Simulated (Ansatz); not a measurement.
The system is AgRh.

```
Ag Rh
1.0
     2.77759    0.00000    0.00000
    -1.38879    2.40546    0.00000
     0.00000    0.00000    4.80860
Ag Rh
1 1
Direct
  0.00000 0.00000 0.50000
  0.66667 0.33333 0.00000
```

The cell comes from a database or a generator and needn't be the stable form of this composition.

```yaml
Program: Ansatz 0.2.0
Task: single point
Functional: PBE
Potentials_or_basis: all-electron LAPW, scalar-relativistic
Cutoff: 263 eV (chosen from the basis error)
Basis_error_allowed: 0.001 eV/atom
k_mesh: 11 × 11 × 6
Occupations: fermi-dirac, width 0.05 eV
Spin: no spin polarisation
```

On this cell: pressure -2.3 GPa; largest force under 0.003 eV/Å; band gap on the k mesh none (metal or under the smearing width).

The same run follows on a disturbed copy (atoms moved at random, drawn with an rms of 0.05 Å):

```xyz
2
Lattice="2.7776 0.0000 0.0000 -1.3888 2.4055 0.0000 0.0000 0.0000 4.8086" Properties=species:S:1:pos:R:3 pbc="T T T"
Ag   -0.0691   -0.0115    2.4209
Rh    1.4279    0.7566   -0.0426
```

Problem. What changes?

Solution. The energy (extrapolated to zero smearing) moves by +9.4 meV/atom; pressure -1.9 GPa; largest force 0.434 eV/Å; band gap on the k mesh none (metal or under the smearing width).

Forces in eV/Å, atoms in the order of the input:
```
Ag   0.111 -0.047 -0.417
Rh  -0.111  0.047  0.417
```

Stress tensor (GPa, compression positive):
```
-1.68 -0.59 -0.33
-0.59 -2.06  0.14
-0.33  0.14 -2.09
```
